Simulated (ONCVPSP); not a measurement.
# Cobalt: generating and testing an ONCV potential

Aim: build the potential from the settings below, then test how well it stands in for the atom: other configurations, scattering, ghost states and the plane-wave cutoff that it needs.

Program: ONCVPSP 4.0.1.1 (patched build). Reference atom: PBEsol, scalar-relativistic, spherical and spin-unpolarised. All values are calculated.

## (1) Settings

The settings as typed:

```json
{
  "element": "cobalt (Co, Z = 27)",
  "type": "optimised norm-conserving Vanderbilt (ONCV)",
  "frozen core": "[Ne]",
  "valence charge": "17",
  "reference configuration": "3s2 3p6 3d7 4s1 (charge +1)",
  "partial waves": "3s+4s: rc 1.25 bohr, ncon 4, nbas 8, qcut 10.2 1/bohr, 2 projectors; 3p: rc 0.90 bohr, ncon 3, nbas 7, qcut 11 1/bohr, 2 projectors, debl 1.5 Ha; 3d: rc 0.80 bohr, ncon 3, nbas 6, qcut 10.4 1/bohr, 2 projectors, debl 0.9 Ha; f scattering state at 0.15 Ha: rc 1.25 bohr, ncon 4, nbas 8, qcut 8.2 1/bohr, 2 projectors, debl 3 Ha",
  "local potential": "polynomial inside 0.75 bohr (lpopt 5, dvloc0 0 Ha)",
  "core correction": "polynomial model core, fcfact 0.3"
}
```

## (2) The generation run

File Co.dat:

```
# ATOM AND REFERENCE CONFIGURATION
# atsym  z   nc   nv     iexc    psfile
  Co 27.00    3    4  -116133      upf
#
#   n    l    f
    1    0    2.00
    2    0    2.00
    2    1    6.00
    3    0    2.00
    3    1    6.00
    3    2    7.00
    4    0    1.00
#
# PSEUDOPOTENTIAL AND OPTIMIZATION
# lmax
    3
#
#   l,   rc,      ep,       ncon, nbas, qcut
    0    1.25    0.00    4    8   10.20
    1    0.90    0.00    3    7   11.00
    2    0.80    0.00    3    6   10.40
    3    1.25    0.15    4    8    8.20
#
# LOCAL POTENTIAL
# lloc, lpopt,  rc(5),   dvloc0
    4    5    0.75    0.00
#
# VANDERBILT-KLEINMAN-BYLANDER PROJECTORs
# l, nproj, debl
    0    2    2.50
    1    2    1.50
    2    2    0.90
    3    2    3.00
#
# MODEL CORE CHARGE
# icmod, fcfact, rcfact
    1    0.30    0.00
#
# LOG DERIVATIVE ANALYSIS
# epsh1, epsh2, depsh
   -6.00    5.00    0.04
#
# OUTPUT GRID
# rlmax, drl
    6.00    0.01
#
# TEST CONFIGURATIONS
# ncnf
    4
# nvcnf
#   n    l    f
    4
    3    0    2.00
    3    1    6.00
    3    2    7.00
    4    0    2.00
#
    4
    3    0    2.00
    3    1    6.00
    3    2    7.00
    4    0    0.00
#
    4
    3    0    2.00
    3    1    6.00
    3    2    6.00
    4    0    0.00
#
    4
    3    0    2.00
    3    1    6.00
    3    2    7.50
    4    0    1.50
#
```

The run is started by

```console
$ oncvpsp.x < Co.dat > Co.out
```

Before running it: what results should come out? Wanted: cutoffs; bound ghosts; GHOST(+) flags; largest miss of a reference level; largest test error; largest phase difference near zero energy, channels read; rms error of d²Exc/dn², without and with the model core; projector energies reset by the program.

**Answer**, as computed:

| quantity | value |
| --- | --- |
| cutoffs | not determined |
| bound ghosts | none found |
| GHOST(+) flags | s at 406 eV, d at 2752 eV |
| largest miss of a reference level | 16 meV (3d) |
| largest test error (AE − PS) | -24 meV, for 3s2 3p6 3d6 4s0 |
| largest phase difference near zero energy, channels read | 0.000 rad |
| rms error of d²Exc/dn², without and with the model core | 2.28 and 1.40 mHa |
| projector energies reset by the program | p: -2.732, 0.250 Ha |

What this shows: By total energies transferability is good: the largest error is 24 meV on 52.5 eV, for 3s2 3p6 3d6 4s0. It is free of bound ghosts as far as tested. Near zero energy the phases of the channels with partial waves agree within 0.001 rad. The program also flags highly localised states, GHOST(+) (s, d). These are tests on the free atom; a crystal test is still owed.
